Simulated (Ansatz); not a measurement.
# FH5N2OSi: basis-set convergence

An exercise on one series of results from a longer session: the logs are not shown, and one member is left open.

Computed with Ansatz 0.2.0, Gaussian basis. Level: one geometry, several basis sets.

The runs, in order: PBE0-D4/def2-SVP; ωB97M-V/def2-SVP; PBE0-D4/def2-QZVPP; ωB97M-V/def2-QZVPP; the functionals' def2-TZVPP values are taken from earlier runs.

## The relaxed structure

The geometry comes from an earlier relaxation with PBE0-D4 in a triple-zeta def2 set; it is a stationary point, not always the lowest conformer.

SMILES `N[Si](N)(O)F`, 10 atoms, charge 0, spin multiplicity 1.

Atoms are counted from 1 here; the program's logs count them from 0.

Bond lengths: N1–Si2 1.685 Å, N1–H6 1.004 Å, N1–H7 1.005 Å, Si2–N3 1.695 Å, Si2–O4 1.637 Å, Si2–F5 1.605 Å, N3–H8 1.005 Å, N3–H9 1.005 Å, O4–H10 0.958 Å. Angles: Si2–N1–H6 122.0°, Si2–N1–H7 121.9°, H6–N1–H7 113.3°, N1–Si2–N3 109.0°, N1–Si2–O4 103.8°, N1–Si2–F5 116.8°, N3–Si2–O4 119.6°, N3–Si2–F5 102.6°, O4–Si2–F5 105.7°, Si2–N3–H8 121.3°, Si2–N3–H9 121.7°, H8–N3–H9 112.5°, Si2–O4–H10 116.8°.

Set-up of the first run:

The input, in.yaml:

```yaml
crystal:
  periodic: [false, false, false]
  atoms:
    - {symbol: N, position_ang: [-0.415753, 1.495419, -0.024829]}
    - {symbol: Si, position_ang: [0.063393, -0.096398, -0.298275]}
    - {symbol: N, position_ang: [-0.488663, -1.065147, 0.977805]}
    - {symbol: O, position_ang: [1.670979, 0.022602, -0.585141]}
    - {symbol: F, position_ang: [-0.553869, -0.827115, -1.586609]}
    - {symbol: H, position_ang: [-1.328326, 1.723125, 0.327296]}
    - {symbol: H, position_ang: [0.046591, 2.271965, -0.464079]}
    - {symbol: H, position_ang: [-0.741180, -2.027080, 0.831054]}
    - {symbol: H, position_ang: [-0.238858, -0.873712, 1.932481]}
    - {symbol: H, position_ang: [2.068785, -0.674859, -1.106904]}
basis:
  gaussian: {orbitals: def2-SVP}
hamiltonian: {xc: pbe0, dispersion: d4}
output: {orbitals: {seedname: orbitals}}
```

Launch:

```sh
$ ansatz run in.yaml --threads 4 --pin off --events-out ev --progress --plain --max-ram 10444MiB
```

Steps of the session up to this table: PBE0-D4 in def2-SVP; ωB97M-V in def2-SVP; PBE0-D4 in def2-QZVPP; ωB97M-V in def2-QZVPP.

One table of the session follows, with a row left open; its other results are not shown here.

It belongs to the step «Density functionals: the series». 

```
functional       basis  HOMO (eV)  LUMO (eV)
   PBE0-D4    def2-SVP      -7.36       1.49
   PBE0-D4  def2-TZVPP      -7.67       0.74
   PBE0-D4  def2-QZVPP      -7.74       0.31
   ωB97M-V    def2-SVP          ?          ?
   ωB97M-V  def2-TZVPP     -10.10       2.15
   ωB97M-V  def2-QZVPP     -10.17       1.50
```

Estimate the missing values for ωB97M-V, def2-SVP.

As computed: HOMO (eV): -9.78; LUMO (eV): 3.11. In the column «HOMO (eV)» it lies between ωB97M-V, def2-TZVPP (-10.10) and PBE0-D4, def2-QZVPP (-7.74).
